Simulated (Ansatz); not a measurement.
# GaBH3Cl: functionals against CCSD(T) at one geometry

The atoms stand at a structure displaced at random from a GFN2-xTB minimum. How far do the functionals agree with CCSD(T) there?

Program: Ansatz 0.2.0, Gaussian basis. Level of theory: single points in def2-TZVPP. These are calculated values, not measurements.

Cores are frozen in the correlated methods. Filled d shells of the heavier atoms are correlated.

## (1) Where the work starts

SMILES `[BH2][GaH][Cl]`, 6 atoms, charge 0, spin multiplicity 1.

Atoms are counted from 1 here; the program's logs count them from 0.

Bond lengths: B1–Ga2 2.064 Å, B1–H4 1.071 Å, B1–H5 1.114 Å, Ga2–Cl3 2.212 Å, Ga2–H6 1.549 Å. Angles: Ga2–B1–H4 137.0°, Ga2–B1–H5 116.0°, H4–B1–H5 106.6°, B1–Ga2–Cl3 105.4°, B1–Ga2–H6 139.4°, Cl3–Ga2–H6 115.1°.

As a file:

```xyz
6
charge 0, multiplicity 1
B    -0.80150    0.21870   -0.68070
Ga    0.60990   -0.02040    0.80640
Cl    1.72920   -1.85040    0.26640
H    -1.81030   -0.09230   -0.86060
H    -0.53940    0.93630   -1.49150
H     1.01970    0.62620    2.15320
```

## (2) CCSD(T)/def2-TZVPP

run/in.yaml reads:

```yaml
crystal:
  periodic: [false, false, false]
  atoms:
    - {symbol: B, position_ang: [-0.801500, 0.218700, -0.680700]}
    - {symbol: Ga, position_ang: [0.609900, -0.020400, 0.806400]}
    - {symbol: Cl, position_ang: [1.729200, -1.850400, 0.266400]}
    - {symbol: H, position_ang: [-1.810300, -0.092300, -0.860600]}
    - {symbol: H, position_ang: [-0.539400, 0.936300, -1.491500]}
    - {symbol: H, position_ang: [1.019700, 0.626200, 2.153200]}
basis:
  gaussian: {orbitals: def2-TZVPP}
correlation: {method: ccsd_t}
output: {forces: true}
```

The command line of these runs was not kept.

## (3) PBE0-D4/def2-TZVPP

run/in.yaml: that of step 2 with these lines changed.

```diff
@@ -11,3 +11,3 @@
   gaussian: {orbitals: def2-TZVPP}
-correlation: {method: ccsd_t}
-output: {forces: true}
+hamiltonian: {xc: pbe0, dispersion: d4}
+output: {forces: true, orbitals: {seedname: orbitals}}
```

## (4) wB97M-V/def2-TZVPP

run/in.yaml: that of step 3 with these lines changed.

```diff
@@ -11,3 +11,3 @@
   gaussian: {orbitals: def2-TZVPP}
-hamiltonian: {xc: pbe0, dispersion: d4}
-output: {forces: true, orbitals: {seedname: orbitals}}
+hamiltonian: {xc: {name: wB97M-V}}
+output: {forces: true}
```

## (5) r2SCAN-D4/def2-TZVPP

run/in.yaml: that of step 4 with these lines changed.

```diff
@@ -11,3 +11,3 @@
   gaussian: {orbitals: def2-TZVPP}
-hamiltonian: {xc: {name: wB97M-V}}
+hamiltonian: {xc: r2scan, dispersion: d4}
 output: {forces: true}
```

## (6) PBE-D4/def2-TZVPP

run/in.yaml: that of step 5 with these lines changed.

```diff
@@ -11,3 +11,3 @@
   gaussian: {orbitals: def2-TZVPP}
-hamiltonian: {xc: r2scan, dispersion: d4}
+hamiltonian: {xc: pbe, dispersion: d4}
 output: {forces: true}
```

## (7) LC-wPBE/def2-TZVPP

run/in.yaml: that of step 6 with these lines changed.

```diff
@@ -11,3 +11,3 @@
   gaussian: {orbitals: def2-TZVPP}
-hamiltonian: {xc: pbe, dispersion: d4}
+hamiltonian: {xc: {name: LC-wPBE}}
 output: {forces: true}
```

## (8) BLYP-D4/def2-TZVPP

run/in.yaml: that of step 7 with these lines changed.

```diff
@@ -11,3 +11,3 @@
   gaussian: {orbitals: def2-TZVPP}
-hamiltonian: {xc: {name: LC-wPBE}}
+hamiltonian: {xc: {name: BLYP}, dispersion: d4}
 output: {forces: true}
```

(Steps that only read results are left out.)

What does the calculation give? Wanted: energy less free atoms, CCSD(T)/def2-TZVPP; RMS force component; RMS force error; HOMO and LUMO, PBE0-D4; T1 diagnostic.

The runs gave:

| quantity | value |
| --- | --- |
| energy less free atoms, CCSD(T)/def2-TZVPP | -16.172 eV |
| RMS force component | 1.358 to 1.470 eV/Å over the methods |
| RMS force error | PBE0-D4 0.061, wB97M-V 0.068, r2SCAN-D4 0.082, PBE-D4 0.153, LC-wPBE 0.123, BLYP-D4 0.185 eV/Å |
| HOMO and LUMO, PBE0-D4 | -7.89 and -2.60 eV |
| T1 diagnostic | 0.012 |

**Reading.** Against CCSD(T) the functionals' energies less atoms differ by -0.528 to +0.022 eV, PBE-D4 by -0.291 eV. CCSD(T) in triple zeta still lacks some correlation energy of the bonds, so part of these gaps is its own basis error and they don't rank the functionals. For forces PBE0-D4 does best and BLYP-D4 worst.
